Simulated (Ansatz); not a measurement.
# AlFH4O2Si: the cost of one run

Program: Ansatz 0.2.0. Level of theory: RKS PBE-D4/def2-SVP. These are calculated values, not measurements.

### 1 The structure to begin with

Bond lengths: Al1–O2 1.780 Å, O2–H3 1.010 Å, Al1–O4 1.780 Å, O4–Si5 1.680 Å, Si5–H6 1.460 Å, Si5–H7 1.460 Å, Si5–H8 1.460 Å, Al1–F9 1.690 Å. Angles: Al1–O2–H3 109.5°, O2–Al1–O4 120.0°, O2–Al1–F9 120.0°, O4–Al1–F9 120.0°, Al1–O4–Si5 125.0°, O4–Si5–H6 109.5°, O4–Si5–H7 109.5°, O4–Si5–H8 109.5°, H6–Si5–H7 109.4°, H6–Si5–H8 109.4°, H7–Si5–H8 109.4°.

As a file:

```xyz
9

Al    0.0000    0.0000    0.0000
O     0.0000    0.0000    1.7800
H    -0.9095   -0.2814    2.1171
O     1.5415    0.0000   -0.8900
Si    2.3874   -1.3760   -1.3520
H     1.4599   -2.3514   -1.9176
H     3.3882   -1.0195   -2.3535
H     3.0504   -1.9546   -0.1870
F    -1.4635    0.0000   -0.8450
```

### 2 Preparing the start

input.yaml reads:

```yaml
crystal:
  periodic: [false, false, false]
  atoms:
    - { symbol: Al, position_ang: [0.0, 0.0, 0.0] }
    - { symbol: O, position_ang: [0.0, 0.0, 1.78] }
    - { symbol: H, position_ang: [-0.9095, -0.2814, 2.1171] }
    - { symbol: O, position_ang: [1.5415, 0.0, -0.89] }
    - { symbol: Si, position_ang: [2.3874, -1.376, -1.352] }
    - { symbol: H, position_ang: [1.4599, -2.3514, -1.9176] }
    - { symbol: H, position_ang: [3.3882, -1.0195, -2.3535] }
    - { symbol: H, position_ang: [3.0504, -1.9546, -0.187] }
    - { symbol: F, position_ang: [-1.4635, 0.0, -0.845] }
basis:
  gaussian: { orbitals: def2-SVP }
hamiltonian:
  xc: pbe
  dispersion: d4
relax:
  f_tol: 0.02
  max_steps: 40
output:
  orbitals: {}
```

Command:

```sh
ansatz run input.yaml --threads 2 --pin off --max-ram 3072MiB --backend cpu --events-out ev --progress --plain --runs-dir out
```

What time and memory should one allow on 2 threads of AMD EPYC 9R45 (Zen 5), shared host?

About 11 s, with a peak of 0.17 GiB.
